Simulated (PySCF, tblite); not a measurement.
# C6H14AlFN2: geometry, infrared bands and NMR shifts

Wanted: the infrared bands and NMR shifts of C6H14AlFN2 (`C/N=C\[C@@]1([AlH2-][NH3+])CC[C@H]1F`), by calculation.

Programs: tblite 0.8.0 and PySCF 2.14.0, with density-fitted response routines of our own. Each step states its level of theory. These are calculated values for one molecule in the gas phase, unless marked as measured. Atoms count from 0, in the outputs and in this text.

## Step 1: The molecule as given

24 atoms, charge 0, multiplicity 1; geometry from: force field or distance geometry start.

Bonds of the start (Å): C0–N1 1.43, N1–C2 1.30, C2–C3 1.53, C3–Al4 2.02, Al4–N5 1.90, C3–C6 1.55, C6–C7 1.52, C7–C8 1.51, C8–F9 1.39, C8–C3 1.53, C0–H10 1.11, C0–H11 1.10, C0–H12 1.12, C2–H13 1.08, Al4–H14 1.61, Al4–H15 1.59, N5–H16 1.05, N5–H17 1.05, N5–H18 1.04, C6–H19 1.12, C6–H20 1.10, C7–H21 1.11, C7–H22 1.10, C8–H23 1.12.

## Step 2: Geometry optimisation with GFN2-xTB

The job: settings as JSON, then the geometry in Å.

```
{"job": {"kind": "relax", "xc": "GFN2-xTB", "basis": "xTB"}, "charge": 0, "multiplicity": 1}
C      0.048000     2.562400     0.658000
N      0.484700     1.558200     1.579700
C      0.404800     0.268600     1.435300
C     -0.263500    -0.407300     0.230900
Al     0.714700    -0.122700    -1.513800
N      2.578900     0.088700    -1.185700
C     -0.487000    -1.915600     0.483200
C     -1.984500    -1.723800     0.354400
C     -1.783500    -0.235900     0.160800
F     -2.329800     0.469700     1.232100
H      0.090600     3.553800     1.153500
H      0.701600     2.593400    -0.224300
H     -1.014900     2.395600     0.358300
H      0.809400    -0.351700     2.217500
H      0.144200     1.191300    -2.243800
H      0.486700    -1.374000    -2.470700
H      2.766900     1.028400    -0.753400
H      2.908500    -0.659200    -0.525400
H      3.117100     0.015200    -2.071300
H     -0.213500    -2.265400     1.514700
H     -0.088600    -2.587000    -0.295700
H     -2.542400    -1.979900     1.283800
H     -2.392000    -2.210500    -0.548600
H     -2.168100     0.127500    -0.822000
```

Launch:

```console
$ OMP_NUM_THREADS=1 python probes_run.py task.json out
```

This one command runs all jobs of the session in turn.

**Question.** This job is followed by: GFN2-xTB harmonic vibrations, gas phase; GIAO PBE0/pcSseg-1 NMR shielding, non-relativistic, gas phase. What will the session give for the following? strongest single infrared mode (GFN2-xTB); zero-point energy (GFN2-xTB); 13C shifts against TMS (PBE0/pcSseg-1); 1H shifts against TMS (PBE0/pcSseg-1, means over atoms taken as alike); 15N shifts against NH3 (PBE0/pcSseg-1); 27Al shifts against AlH4- (PBE0/pcSseg-1); 19F shifts against CFCl3 (PBE0/pcSseg-1).

As calculated:

```
                                                              quantity                                                           value
                             strongest single infrared mode (GFN2-xTB)                                            783 cm⁻¹, 568 km/mol
                                          zero-point energy (GFN2-xTB)                                                  117.1 kcal/mol
                                13C shifts against TMS (PBE0/pcSseg-1)                        182.7, 100.2, 47.7, 44.8, 29.2, 29.1 ppm
1H shifts against TMS (PBE0/pcSseg-1, means over atoms taken as alike)  7.85, 5.60, 4.40, 3.97, 3.53, 2.85, 2.65, 2.35, 2.31, 2.25 ppm
                                15N shifts against NH3 (PBE0/pcSseg-1)                                                 344.2, 26.3 ppm
                             27Al shifts against AlH4- (PBE0/pcSseg-1)                                                        76.6 ppm
                              19F shifts against CFCl3 (PBE0/pcSseg-1)                                                      -187.1 ppm
```

Relaxing lowered the energy by 0.850 eV in 172 steps; the close pair that moved most is Al4–N5, from 1.905 to 2.064 Å. No mode is imaginary among the 66: a minimum at this level. The strongest single mode, at 783 cm⁻¹, moves mainly H14 and H15. Unscaled tight-binding wavenumbers are off by several per cent, some by more. Its intensities can rank the bands wrongly. At PBE0/pcSseg-1: The largest span, 659 ppm, is at N1, where the paramagnetic term is -405 ppm.
